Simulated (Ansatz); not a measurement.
**Cl₂FH₃OSi₂: how energies converge with the basis set**

Aim: see how fast density functionals converge with the basis set for Cl₂FH₃OSi₂.

Program: Ansatz 0.2.0, Gaussian basis. Level of theory: one geometry, several basis sets. These are calculated values, not measurements.

Levels to be run: PBE0-D4/def2-SVP; ωB97M-V/def2-SVP; PBE0-D4/def2-QZVPP; ωB97M-V/def2-QZVPP; the functionals' def2-TZVPP values are taken from earlier runs.

1 further run of the same task is left out (it didn't finish).

## (1) Structure used throughout

An earlier PBE0-D4 in a triple-zeta def2 set relaxation fixed the geometry.

SMILES `O[SiH](F)[SiH](Cl)Cl`, 9 atoms, charge 0, spin multiplicity 1.

Atoms are counted from 1 here; the program's logs count them from 0.

Bond lengths: O1–Si2 1.629 Å, O1–H7 0.960 Å, Si2–F3 1.599 Å, Si2–Si4 2.350 Å, Si2–H8 1.477 Å, Si4–Cl5 2.050 Å, Si4–Cl6 2.062 Å, Si4–H9 1.479 Å. Angles: Si2–O1–H7 118.2°, O1–Si2–F3 111.5°, O1–Si2–Si4 108.5°, O1–Si2–H8 107.0°, F3–Si2–Si4 106.5°, F3–Si2–H8 107.9°, Si4–Si2–H8 115.5°, Si2–Si4–Cl5 109.2°, Si2–Si4–Cl6 105.1°, Si2–Si4–H9 118.1°, Cl5–Si4–Cl6 109.3°, Cl5–Si4–H9 107.7°, Cl6–Si4–H9 107.3°.

## (2) PBE0-D4 in def2-SVP

in.yaml reads:

```yaml
crystal:
  periodic: [false, false, false]
  atoms:
    - {symbol: O, position_ang: [1.839348, -0.673997, -0.452149]}
    - {symbol: Si, position_ang: [0.407935, -1.030778, 0.237934]}
    - {symbol: F, position_ang: [0.558642, -1.259323, 1.813010]}
    - {symbol: Si, position_ang: [-1.031081, 0.807003, -0.036405]}
    - {symbol: Cl, position_ang: [-1.858671, 0.742513, -1.910665]}
    - {symbol: Cl, position_ang: [0.183525, 2.466772, 0.113932]}
    - {symbol: H, position_ang: [2.178855, 0.219081, -0.357169]}
    - {symbol: H, position_ang: [-0.057408, -2.297484, -0.361246]}
    - {symbol: H, position_ang: [-2.132642, 0.979812, 0.935859]}
basis:
  gaussian: {orbitals: def2-SVP}
hamiltonian: {xc: pbe0, dispersion: d4}
output: {orbitals: {seedname: orbitals}}
```

The runs that follow: ωB97M-V in def2-SVP; PBE0-D4 in def2-QZVPP; ωB97M-V in def2-QZVPP.

Before running them: what should the planned runs give, taken together? Wanted: PBE0-D4: double and triple zeta above quadruple; ωB97M-V: double and triple zeta above quadruple.

The runs gave:

```
                                       quantity           value
PBE0-D4: double and triple zeta above quadruple  22.23, 1.55 eV
ωB97M-V: double and triple zeta above quadruple  22.16, 1.47 eV
```

What this shows: For PBE0-D4 the step from double to triple zeta gains 20.67 eV and the next only 1.55 eV. Total energies overstate the basis error of differences, where much of it tends to cancel. The LUMO of ωB97M-V is positive and keeps falling with the basis (1.29 to 0.61 eV): an unbound level that the basis holds in place.
